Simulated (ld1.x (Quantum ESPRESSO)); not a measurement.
# Pseudopotential generation for Mo: PAW, LDA (PW92), part 2 of 2

Do these settings give a usable potential? It is generated, then checked for transferability, scattering, ghosts and hardness.

ld1.x (Quantum ESPRESSO) 7.5; LDA (PW92), scalar-relativistic. The steps go on from the part before.

**3. Configuration tests**

The input, Mo.test.in:

```
 &input
   title='Mo', zed=42., rel=1, dft='PW', iswitch=2,
   config='[Kr] 4d5 4f-2 5s1 5p0'
 /
 &test
   file_pseudo='Mo.UPF', nconf=10,
   configts(1)='4s2 4p6 4d5 5s1 5p0',
   configts(2)='4s2 4p6 4d5 5s0 5p0',
   configts(3)='4s2 4p6 4d4 5s0 5p0',
   configts(4)='4s2 4p6 4d3 5s0 5p0',
   configts(5)='4s2 4p6 4d4 5s2 5p0',
   configts(6)='4s2 4p5 4d5 5s1 5p0',
   configts(7)='4s2 4p6 4d4 5s1 5p0',
   configts(8)='4s2 4p6 4d2 5s0 5p0',
   configts(9)='4s2 4p6 4d5 5s1 5p0', lsdts(9)=1,
   configts(10)='4s2 4p6 4d5 5s0 5p0', lsdts(10)=1
 /
```

Launch:

```console
$ ld1.x < Mo.test.in > Mo.test.out
```

Mo.test.out, the pseudopotential blocks:

```text
     ---------------------- Testing the pseudopotential ----------------------

     Mo
     scalar relativistic calculation

     atomic number is 42.00   valence charge is 14.00
     dft =SLA  PW   NOGX NOGC   lsd =0 sic =0 latt =0  beta=0.20 tr2=1.0E-14
     mesh =1229 r(mesh) = 100.71859 xmin = -7.00 dx = 0.01250

     n l     nl             e AE (Ry)        e PS (Ry)    De AE-PS (Ry)
     1 0     4S   1( 2.00)       -4.73513       -4.73511       -0.00001
     2 1     4P   1( 6.00)       -2.83630       -2.83629       -0.00002
     3 2     4D   1( 5.00)       -0.28905       -0.28904       -0.00001
     2 0     5S   1( 1.00)       -0.31766       -0.31766        0.00000
     3 1     5P   1( 0.00)       -0.08532       -0.08532       -0.00000

     eps = 7.7E-15  iter =  7

     Etot =   -8088.838139 Ry,   -4044.419069 Ha, -110054.249435 eV
     Etotps =  -354.594084 Ry,    -177.297042 Ha,   -4824.498285 eV

     Ekin =     194.097963 Ry,      97.048982 Ha,    2640.837321 eV
     Encl =    -423.113693 Ry,    -211.556846 Ha,   -5756.755060 eV
     Ehrt =     112.834967 Ry,      56.417483 Ha,    1535.197930 eV
     Ecxc =    -238.413321 Ry,    -119.206660 Ha,   -3243.778476 eV
     (Ecc =     -58.817526 Ry,     -29.408763 Ha,    -800.253215 eV)

     ---------------------- End of pseudopotential test ----------------------

     ---------------------- Testing the pseudopotential ----------------------

     Mo
     scalar relativistic calculation

     atomic number is 42.00   valence charge is 14.00
     dft =SLA  PW   NOGX NOGC   lsd =0 sic =0 latt =0  beta=0.20 tr2=1.0E-14
     mesh =1229 r(mesh) = 100.71859 xmin = -7.00 dx = 0.01250

     n l     nl             e AE (Ry)        e PS (Ry)    De AE-PS (Ry)
     1 0     4S   1( 2.00)       -5.23802       -5.23761       -0.00041
     2 1     4P   1( 6.00)       -3.34134       -3.34101       -0.00033
     3 2     4D   1( 5.00)       -0.78342       -0.78337       -0.00004
     2 0     5S   1( 0.00)       -0.74546       -0.74548        0.00002
     3 1     5P   1( 0.00)       -0.44582       -0.44578       -0.00004

     eps = 7.7E-15  iter = 17

     Etot =   -8088.310570 Ry,   -4044.155285 Ha, -110047.071493 eV
     Etotps =  -354.066407 Ry,    -177.033204 Ha,   -4817.318884 eV
     dEtot_ae =       0.527569 Ry
     dEtot_ps =       0.527676 Ry,   Delta E=      -0.000107 Ry

     Ekin =     193.638006 Ry,      96.819003 Ha,    2634.579291 eV
     Encl =    -415.620133 Ry,    -207.810067 Ha,   -5654.799990 eV
     Ehrt =     106.035947 Ry,      53.017974 Ha,    1442.692555 eV
     Ecxc =    -238.120227 Ry,    -119.060114 Ha,   -3239.790740 eV
     (Ecc =     -58.817526 Ry,     -29.408763 Ha,    -800.253215 eV)

     ---------------------- End of pseudopotential test ----------------------

     ---------------------- Testing the pseudopotential ----------------------

     Mo
     scalar relativistic calculation

     atomic number is 42.00   valence charge is 14.00
     dft =SLA  PW   NOGX NOGC   lsd =0 sic =0 latt =0  beta=0.20 tr2=1.0E-14
     mesh =1229 r(mesh) = 100.71859 xmin = -7.00 dx = 0.01250

     n l     nl             e AE (Ry)        e PS (Ry)    De AE-PS (Ry)
     1 0     4S   1( 2.00)       -6.09115       -6.09082       -0.00034
     2 1     4P   1( 6.00)       -4.18199       -4.18153       -0.00046
     3 2     4D   1( 4.00)       -1.54769       -1.54672       -0.00097
     2 0     5S   1( 0.00)       -1.32284       -1.32259       -0.00026
     3 1     5P   1( 0.00)       -0.94218       -0.94306        0.00088

     eps = 8.8E-15  iter = 19

     Etot =   -8087.156557 Ry,   -4043.578279 Ha, -110031.370356 eV
     Etotps =  -352.912892 Ry,    -176.456446 Ha,   -4801.624506 eV
     dEtot_ae =       1.681581 Ry
     dEtot_ps =       1.681192 Ry,   Delta E=       0.000389 Ry

     Ekin =     192.316955 Ry,      96.158478 Ha,    2616.605478 eV
     Encl =    -403.482990 Ry,    -201.741495 Ha,   -5489.665740 eV
     Ehrt =      95.639888 Ry,      47.819944 Ha,    1301.246967 eV
     Ecxc =    -237.386746 Ry,    -118.693373 Ha,   -3229.811211 eV
     (Ecc =     -58.817526 Ry,     -29.408763 Ha,    -800.253215 eV)

     ---------------------- End of pseudopotential test ----------------------

     ---------------------- Testing the pseudopotential ----------------------

     Mo
     scalar relativistic calculation

     atomic number is 42.00   valence charge is 14.00
     dft =SLA  PW   NOGX NOGC   lsd =0 sic =0 latt =0  beta=0.20 tr2=1.0E-14
     mesh =1229 r(mesh) = 100.71859 xmin = -7.00 dx = 0.01250

     n l     nl             e AE (Ry)        e PS (Ry)    De AE-PS (Ry)
     1 0     4S   1( 2.00)       -7.08393       -7.08417        0.00024
     2 1     4P   1( 6.00)       -5.15527       -5.15535        0.00007
     3 2     4D   1( 3.00)       -2.43373       -2.43140       -0.00233
     2 0     5S   1( 0.00)       -1.97906       -1.97826       -0.00080
     3 1     5P   1( 0.00)       -1.52343       -1.53244        0.00901  !

     eps = 4.6E-15  iter = 19

     Etot =   -8085.174857 Ry,   -4042.587428 Ha, -110004.407948 eV
     Etotps =  -350.932698 Ry,    -175.466349 Ha,   -4774.682589 eV
     dEtot_ae =       3.663282 Ry
     dEtot_ps =       3.661386 Ry,   Delta E=       0.001896 Ry

     Ekin =     189.851263 Ry,      94.925631 Ha,    2583.058020 eV
     Encl =    -388.763460 Ry,    -194.381730 Ha,   -5289.396339 eV
     Ehrt =      84.450262 Ry,      42.225131 Ha,    1149.004350 eV
     Ecxc =    -236.470762 Ry,    -118.235381 Ha,   -3217.348620 eV
     (Ecc =     -58.817526 Ry,     -29.408763 Ha,    -800.253215 eV)

     ---------------------- End of pseudopotential test ----------------------

     ---------------------- Testing the pseudopotential ----------------------

     Mo
     scalar relativistic calculation

     atomic number is 42.00   valence charge is 14.00
     dft =SLA  PW   NOGX NOGC   lsd =0 sic =0 latt =0  beta=0.20 tr2=1.0E-14
     mesh =1229 r(mesh) = 100.71859 xmin = -7.00 dx = 0.01250

     n l     nl             e AE (Ry)        e PS (Ry)    De AE-PS (Ry)
     1 0     4S   1( 2.00)       -4.93313       -4.93353        0.00040
     2 1     4P   1( 6.00)       -3.02449       -3.02474        0.00025
     3 2     4D   1( 4.00)       -0.42616       -0.42559       -0.00058
     2 0     5S   1( 2.00)       -0.37293       -0.37292       -0.00001
     3 1     5P   1( 0.00)       -0.11353       -0.11379        0.00026

     eps = 4.4E-15  iter = 12

     Etot =   -8088.827530 Ry,   -4044.413765 Ha, -110054.105104 eV
     Etotps =  -354.583896 Ry,    -177.291948 Ha,   -4824.359672 eV
     dEtot_ae =       0.010608 Ry
     dEtot_ps =       0.010188 Ry,   Delta E=       0.000420 Ry

     Ekin =     193.972951 Ry,      96.986476 Ha,    2639.136448 eV
     Encl =    -420.931092 Ry,    -210.465546 Ha,   -5727.059265 eV
     Ehrt =     110.523595 Ry,      55.261797 Ha,    1503.750115 eV
     Ecxc =    -238.149350 Ry,    -119.074675 Ha,   -3240.186969 eV
     (Ecc =     -58.817526 Ry,     -29.408763 Ha,    -800.253215 eV)

     ---------------------- End of pseudopotential test ----------------------

     ---------------------- Testing the pseudopotential ----------------------

     Mo
     scalar relativistic calculation

     atomic number is 42.00   valence charge is 14.00
     dft =SLA  PW   NOGX NOGC   lsd =0 sic =0 latt =0  beta=0.20 tr2=1.0E-14
     mesh =1229 r(mesh) = 100.71859 xmin = -7.00 dx = 0.01250

     n l     nl             e AE (Ry)        e PS (Ry)    De AE-PS (Ry)
     1 0     4S   1( 2.00)       -5.60617       -5.60682        0.00064
     2 1     4P   1( 5.00)       -3.68249       -3.68274        0.00025
     3 2     4D   1( 5.00)       -1.02462       -1.02495        0.00034
     2 0     5S   1( 1.00)       -0.84565       -0.84540       -0.00026
     3 1     5P   1( 0.00)       -0.51589       -0.51562       -0.00027

     eps = 7.3E-15  iter = 13

     Etot =   -8085.597337 Ry,   -4042.798669 Ha, -110010.156090 eV
     Etotps =  -351.351776 Ry,    -175.675888 Ha,   -4780.384439 eV
     dEtot_ae =       3.240801 Ry
     dEtot_ps =       3.242308 Ry,   Delta E=      -0.001507 Ry

     Ekin =     189.671085 Ry,      94.835543 Ha,    2580.606578 eV
     Encl =    -405.576671 Ry,    -202.788335 Ha,   -5518.151720 eV
     Ehrt =     102.013686 Ry,      51.006843 Ha,    1387.966907 eV
     Ecxc =    -237.459876 Ry,    -118.729938 Ha,   -3230.806204 eV
     (Ecc =     -58.817526 Ry,     -29.408763 Ha,    -800.253215 eV)

     ---------------------- End of pseudopotential test ----------------------

     ---------------------- Testing the pseudopotential ----------------------

     Mo
     scalar relativistic calculation

     atomic number is 42.00   valence charge is 14.00
     dft =SLA  PW   NOGX NOGC   lsd =0 sic =0 latt =0  beta=0.20 tr2=1.0E-14
     mesh =1229 r(mesh) = 100.71859 xmin = -7.00 dx = 0.01250

     n l     nl             e AE (Ry)        e PS (Ry)    De AE-PS (Ry)
     1 0     4S   1( 2.00)       -5.47342       -5.47350        0.00007
     2 1     4P   1( 6.00)       -3.56517       -3.56510       -0.00007
     3 2     4D   1( 4.00)       -0.95352       -0.95282       -0.00070
     2 0     5S   1( 1.00)       -0.82922       -0.82913       -0.00010
     3 1     5P   1( 0.00)       -0.50782       -0.50828        0.00046

     eps = 8.4E-15  iter = 16

     Etot =   -8088.231017 Ry,   -4044.115508 Ha, -110045.989121 eV
     Etotps =  -353.987340 Ry,    -176.993670 Ha,   -4816.243123 eV
     dEtot_ae =       0.607122 Ry
     dEtot_ps =       0.606743 Ry,   Delta E=       0.000379 Ry

     Ekin =     193.405867 Ry,      96.702934 Ha,    2631.420880 eV
     Encl =    -412.917208 Ry,    -206.458604 Ha,   -5618.024811 eV
     Ehrt =     103.306185 Ry,      51.653093 Ha,    1405.552253 eV
     Ecxc =    -237.782185 Ry,    -118.891093 Ha,   -3235.191446 eV
     (Ecc =     -58.817526 Ry,     -29.408763 Ha,    -800.253215 eV)

     ---------------------- End of pseudopotential test ----------------------

     ---------------------- Testing the pseudopotential ----------------------

     Mo
     scalar relativistic calculation

     atomic number is 42.00   valence charge is 14.00
     dft =SLA  PW   NOGX NOGC   lsd =0 sic =0 latt =0  beta=0.20 tr2=1.0E-14
     mesh =1229 r(mesh) = 100.71859 xmin = -7.00 dx = 0.01250

     n l     nl             e AE (Ry)        e PS (Ry)    De AE-PS (Ry)
     1 0     4S   1( 2.00)       -8.18453       -8.18279       -0.00174
     2 1     4P   1( 6.00)       -6.23060       -6.23012       -0.00049
     3 2     4D   1( 2.00)       -3.41717       -3.40950       -0.00767  !
     2 0     5S   1( 0.00)       -2.69999       -2.69753       -0.00246
     3 1     5P   1( 0.00)       -2.17466       -2.22322        0.04856  !

     eps = 9.5E-16  iter = 19

     Etot =   -8082.256974 Ry,   -4041.128487 Ha, -109964.708134 eV
     Etotps =  -348.018992 Ry,    -174.009496 Ha,   -4735.039603 eV
     dEtot_ae =       6.581164 Ry
     dEtot_ps =       6.575092 Ry,   Delta E=       0.006072 Ry

     Ekin =     186.138925 Ry,      93.069463 Ha,    2532.549092 eV
     Encl =    -371.795361 Ry,    -185.897680 Ha,   -5058.533583 eV
     Ehrt =      73.056800 Ry,      36.528400 Ha,     993.988404 eV
     Ecxc =    -235.419356 Ry,    -117.709678 Ha,   -3203.043516 eV
     (Ecc =     -58.817526 Ry,     -29.408763 Ha,    -800.253215 eV)

     ---------------------- End of pseudopotential test ----------------------

     ---------------------- Testing the pseudopotential ----------------------

     Mo
     scalar relativistic calculation

     atomic number is 42.00   valence charge is 14.00
     dft =SLA  PW   NOGX NOGC   lsd =1 sic =0 latt =0  beta=0.20 tr2=1.0E-14
     mesh =1229 r(mesh) = 100.71859 xmin = -7.00 dx = 0.01250

     n l     nl             e AE (Ry)        e PS (Ry)    De AE-PS (Ry)
     1 0     4S   1( 1.00)       -4.77080       -4.77071       -0.00010
     2 1     4P   1( 3.00)       -2.87990       -2.87975       -0.00015
     3 2     4D   1( 5.00)       -0.34323       -0.34334        0.00011
     2 0     5S   1( 1.00)       -0.35521       -0.35535        0.00015
     3 1     5P   1( 0.00)       -0.10386       -0.10396        0.00009
     1 0     4S   2( 1.00)       -4.58685       -4.58692        0.00006
     2 1     4P   2( 3.00)       -2.67889       -2.67892        0.00003
     3 2     4D   2( 0.00)       -0.12618       -0.12628        0.00009
     2 0     5S   2( 0.00)       -0.20041       -0.20051        0.00010
     3 1     5P   2( 0.00)       -0.02307       -0.02310        0.00002

     eps = 7.7E-15  iter = 38

     Etot =   -8089.138066 Ry,   -4044.569033 Ha, -110058.330150 eV
     Etotps =  -354.894032 Ry,    -177.447016 Ha,   -4828.579291 eV
     dEtot_ae =      -0.299927 Ry
     dEtot_ps =      -0.299948 Ry,   Delta E=       0.000021 Ry

     Ekin =     194.602318 Ry,      97.301159 Ha,    2647.699424 eV
     Encl =    -424.133015 Ry,    -212.066508 Ha,   -5770.623649 eV
     Ehrt =     113.424932 Ry,      56.712466 Ha,    1543.224819 eV
     Ecxc =    -238.788267 Ry,    -119.394134 Ha,   -3248.879885 eV
     (Ecc =     -58.817526 Ry,     -29.408763 Ha,    -800.253215 eV)

     ---------------------- End of pseudopotential test ----------------------

     ---------------------- Testing the pseudopotential ----------------------

     Mo
     scalar relativistic calculation

     atomic number is 42.00   valence charge is 14.00
     dft =SLA  PW   NOGX NOGC   lsd =1 sic =0 latt =0  beta=0.20 tr2=1.0E-14
     mesh =1229 r(mesh) = 100.71859 xmin = -7.00 dx = 0.01250

     n l     nl             e AE (Ry)        e PS (Ry)    De AE-PS (Ry)
     1 0     4S   1( 1.00)       -5.28917       -5.28878       -0.00039
     2 1     4P   1( 3.00)       -3.40024       -3.39986       -0.00038
     3 2     4D   1( 5.00)       -0.84872       -0.84877        0.00005
     2 0     5S   1( 0.00)       -0.78510       -0.78538        0.00028
     3 1     5P   1( 0.00)       -0.46902       -0.46923        0.00022
     1 0     4S   2( 1.00)       -5.10031       -5.09998       -0.00033
     2 1     4P   2( 3.00)       -3.19511       -3.19483       -0.00028
     3 2     4D   2( 0.00)       -0.63615       -0.63634        0.00019
     2 0     5S   2( 0.00)       -0.64735       -0.64755        0.00020
     3 1     5P   2( 0.00)       -0.38058       -0.38063        0.00005

     eps = 1.9E-15  iter = 16

     Etot =   -8088.570932 Ry,   -4044.285466 Ha, -110050.613903 eV
     Etotps =  -354.326579 Ry,    -177.163289 Ha,   -4820.858697 eV
     dEtot_ae =       0.267207 Ry
     dEtot_ps =       0.267505 Ry,   Delta E=      -0.000298 Ry

     Ekin =     194.095818 Ry,      97.047909 Ha,    2640.808140 eV
     Encl =    -416.418968 Ry,    -208.209484 Ha,   -5665.668694 eV
     Ehrt =     106.440961 Ry,      53.220480 Ha,    1448.203051 eV
     Ecxc =    -238.444390 Ry,    -119.222195 Ha,   -3244.201194 eV
     (Ecc =     -58.817526 Ry,     -29.408763 Ha,    -800.253215 eV)

     ---------------------- End of pseudopotential test ----------------------
```

Excitation and ionisation energies from 4s2 4p6 4d5 5s1 5p0, with the error of the potential. Spin-polarised rows fill open shells by Hund's rule and count from the unpolarised reference.

| valence configuration | charge | ΔE all-electron (eV) | error AE − PS (meV) |
| --- | --- | --- | --- |
| 4s2 4p6 4d5 5s0 5p0 | +1 | 7.178 | -1.5 |
| 4s2 4p6 4d4 5s0 5p0 | +2 | 22.879 | +5.3 |
| 4s2 4p6 4d3 5s0 5p0 | +3 | 49.841 | +26 |
| 4s2 4p6 4d4 5s2 5p0 | 0 | 0.144 | +5.7 |
| 4s2 4p5 4d5 5s1 5p0 | +1 | 44.093 | -21 |
| 4s2 4p6 4d4 5s1 5p0 | +1 | 8.260 | +5.2 |
| 4s2 4p6 4d2 5s0 5p0 | +4 | 89.541 | +83 |
| 4s2 4p6 4d5 5s1 5p0 (spin-polarised) | 0 | -4.081 | +0.3 |
| 4s2 4p6 4d5 5s0 5p0 (spin-polarised) | +1 | 3.636 | -4.1 |

**4. Scattering by logarithmic derivatives**

Taken from the files of the generation run. The phase is arctan(r·u′/u) with u = r·R, unwrapped, with energies in Ry. A pole is an energy at which the radial function vanishes at the test radius. The pseudo phase is shifted by a multiple of π to meet the all-electron one at the reference energy. Levels narrower than the energy grid can be missing from the poles. The last column is the largest difference on the grid between −1 and +1 Ry.

| channel | radius (bohr) | reference (Ry) | poles AE | poles PS | window around the reference with phases within 0.05 rad (Ry) | largest difference near zero (rad) |
| --- | --- | --- | --- | --- | --- | --- |
| s | 2.63 | -0.32 | -4.70, 2.65 | -4.70, 2.67 | the whole range | 0.001 |
| p | 2.63 | -0.09 | -2.74, 3.88 | -2.74, 3.08 | below 2.6 | 0.023 |
| d | 2.63 | -0.29 | 0.23 | 0.23 | below 4.7 | 0.004 |
| f | 2.63 | 0.20 | 3.22 | 3.31 | below 4.2 | 0.000 |

Phases (rad) along the scan:

```tsv
E (Ry)	p AE	p PS	f AE	f PS
-7.00	1.418	1.418	1.436	1.436
-6.48	1.411	1.411	1.431	1.431
-5.96	1.402	1.402	1.426	1.426
-5.44	1.392	1.392	1.421	1.421
-4.92	1.379	1.379	1.414	1.414
-4.40	1.362	1.362	1.407	1.407
-3.88	1.335	1.335	1.399	1.399
-3.36	1.270	1.270	1.389	1.389
-2.84	-1.306	-1.306	1.377	1.377
-2.32	-1.750	-1.751	1.362	1.363
-1.80	-1.814	-1.815	1.345	1.345
-1.28	-1.872	-1.873	1.321	1.321
-0.76	-1.951	-1.951	1.289	1.289
-0.24	-2.087	-2.087	1.242	1.242
0.28	-2.393	-2.394	1.164	1.164
0.80	-3.202	-3.225	1.007	1.008
1.32	-4.062	-4.099	0.557	0.561
1.84	-4.394	-4.431	-0.663	-0.646
2.36	-4.539	-4.583	-1.284	-1.270
2.88	-4.620	-4.680	-1.491	-1.477
3.40	-4.674	-4.769	-1.606	-1.587
3.92	-4.715	-4.908	-1.703	-1.671
4.44	-4.751	-5.493	-1.831	-1.762
4.96	-4.785	-7.378	-2.114	-1.903
```

**5. Cutoff and ghost test in a Bessel basis**

This step uses the generator's waves and projectors in a separate script. Basis: spherical Bessel functions vanishing at 20 bohr, q² up to the cutoff; potential fixed at the reference.

All-electron valence levels (Ry): 4s -4.7351, 5s -0.3177, 4p -2.8363, 5p -0.0853, 4d -0.2890. The lowest levels of each channel (Ry) by cutoff; the last column sums, over occupied levels, occupation times the distance from the level at 400 Ry. A positive value at high cutoff is not a bound level.

```tsv
cutoff (Ry)	s #1	s #2	p #1	p #2	d #1	f #1	Σ f·Δε (mRy)
8	-4.6497	-0.2806	-2.6035	-0.0550	0.0337	0.1073	3218.4
12	-4.7231	-0.2998	-2.7832	-0.0654	-0.2476	0.1073	568.1
15	-4.7316	-0.3053	-2.8223	-0.0701	-0.2840	0.1073	128.5
21	-4.7348	-0.3143	-2.8350	-0.0759	-0.2886	0.1073	14.2
25	-4.7348	-0.3163	-2.8357	-0.0808	-0.2888	0.1073	6.8
35	-4.7351	-0.3176	-2.8362	-0.0851	-0.2890	0.1073	1.3
40	-4.7351	-0.3176	-2.8362	-0.0852	-0.2890	0.1073	0.7
50	-4.7351	-0.3176	-2.8363	-0.0852	-0.2890	0.1073	0.4
400	-4.7351	-0.3177	-2.8363	-0.0853	-0.2891	0.1073	0.0
```

The sum stays within 10 mRy from 25 Ry and within 1 mRy from 40 Ry. The sum leaves out empty levels, which can need more. Ghost test: no level below the all-electron spectrum of its channel (s, p, d, f tested).

**6. What came out**

What follows sums up all 2 parts.

```
                                                quantity                             value
               cutoffs for 10 and 1 mRy, occupied levels                   25 Ry and 40 Ry
                                            bound ghosts                        none found
         largest test error (AE − PS), unpolarised tests  +83 meV, for 4s2 4p6 4d2 5s0 5p0
largest phase difference near zero energy, channels read                         0.023 rad
         lowest eigenvalue of the overlap (Bessel basis)                         0.009 (s)
```

**Reading.** The overlap operator is nearly singular (0.009). By total energies transferability is fair: the largest error is 83 meV on 89.5 eV, for 4s2 4p6 4d2 5s0 5p0. That test lies far up in energy; among those under 40 eV, nearer to bonding, the largest error is 5.7 meV. By its cutoff, 25 Ry for the looser tolerance, it is soft on the atom at that tolerance. No bound ghost shows below the valence levels. Near zero energy the phases of the channels with partial waves agree within 0.023 rad. These are tests on the free atom; a crystal test is still owed.
